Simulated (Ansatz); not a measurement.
# GaC (quartet): wave-function methods side by side, aug-cc-pVDZ

How much of the correlation energy of GaC (quartet) does each wave-function method recover here?

Method: aug-cc-pVDZ, core rule «outside noble gas», up to 15 orbitals frozen; program: Ansatz 0.2.0, Gaussian basis.

To be run: UHF; CCSD(T) on ROHF; CCSD(T) on UHF; BCCD(T) on ROHF; CISD; CCSDT(Q) on ROHF; CCSDT(Q) on UHF; CASSCF and MRCISD+Q, 7 electrons in 8 orbitals; CASSCF and NEVPT2, 7 electrons in 8 orbitals.

23 further runs of the same task are left out: 18 that didn't finish, 5 set aside as unsound or not needed.

## (1) The geometry

The geometry is a PBE0/def2-TZVPD stationary point (not a proven minimum) of the parent state, kept for this charge and spin. No spin-orbit coupling is included. The filled d shell of Ga may be among the frozen orbitals whatever the setting's name suggests; the logs give the count.

2 atoms, charge 0, spin multiplicity 4.

Atoms are counted from 1 here; the program's logs count them from 0.

Bond lengths: C1–Ga2 1.887 Å.

## (2) UHF

in.yaml

```yaml
crystal:
  periodic: [false, false, false]
  atoms:
    - {symbol: C, position_ang: [0.000000, 0.000000, 0.000000]}
    - {symbol: Ga, position_ang: [0.000000, 0.000000, 1.887000]}
basis:
  gaussian: {orbitals: aug-cc-pVDZ}
magnetization: {spin_polarized: true, initial_magnetization: 3}
hamiltonian: {xc: hf}
output: {orbitals: {seedname: orbitals}}
```

Run with:

```
$ ansatz run in.yaml --threads 1 --pin off --events-out ev --progress --plain --max-ram 2393MiB
```

Further steps of the session: CCSD(T) on ROHF; CCSD(T) on UHF; BCCD(T) on ROHF; CISD; CCSDT(Q) on ROHF; CCSDT(Q) on UHF; CASSCF and MRCISD+Q, 7 electrons in 8 orbitals; CASSCF and NEVPT2, 7 electrons in 8 orbitals.

Before running them: what should the planned runs give, taken together? Wanted: UCCSDT(Q) below the RHF energy; RMP2 from UCCSDT(Q); UMP2 from UCCSDT(Q); RCCSD from UCCSDT(Q); RCCSD(T) from UCCSDT(Q); UCCSD(T) from UCCSDT(Q); RCCSDT(Q) from UCCSDT(Q); NEVPT2 valence from UCCSDT(Q); MRCISD+Q valence from UCCSDT(Q).

The runs gave:

```
                         quantity                                        value
   UCCSDT(Q) below the RHF energy                                   -4.0681 eV
              RMP2 from UCCSDT(Q)                                  +1088.1 meV
              UMP2 from UCCSDT(Q)                                  +1055.7 meV
             RCCSD from UCCSDT(Q)                                   +197.3 meV
          RCCSD(T) from UCCSDT(Q)                                    +55.4 meV
          UCCSD(T) from UCCSDT(Q)                                    +50.0 meV
         RCCSDT(Q) from UCCSDT(Q)                                     +5.7 meV
    NEVPT2 valence from UCCSDT(Q)                                   +610.3 meV
  MRCISD+Q valence from UCCSDT(Q)                                     +9.1 meV
levels within 1 kcal/mol (43 meV)  RCCSDT, UCCSDT, RCCSDT(Q), MRCISD+Q valence
                    T1 diagnostic                                        0.057
   effectively unpaired electrons                                         3.04
```

What this shows: RCCSD(T) misses by +55.4 meV, 1.4 % of the correlation energy. The occupations are near whole numbers, but T1 = 0.057 shows that the orbitals relax strongly. Of the multireference levels listed MRCISD+Q valence comes nearest in total energy (+9.1 meV), which doesn't show that its space is the better one. These misses are within one basis, not against nature; the frozen cores of restricted and unrestricted runs differ, which can shift their rows.
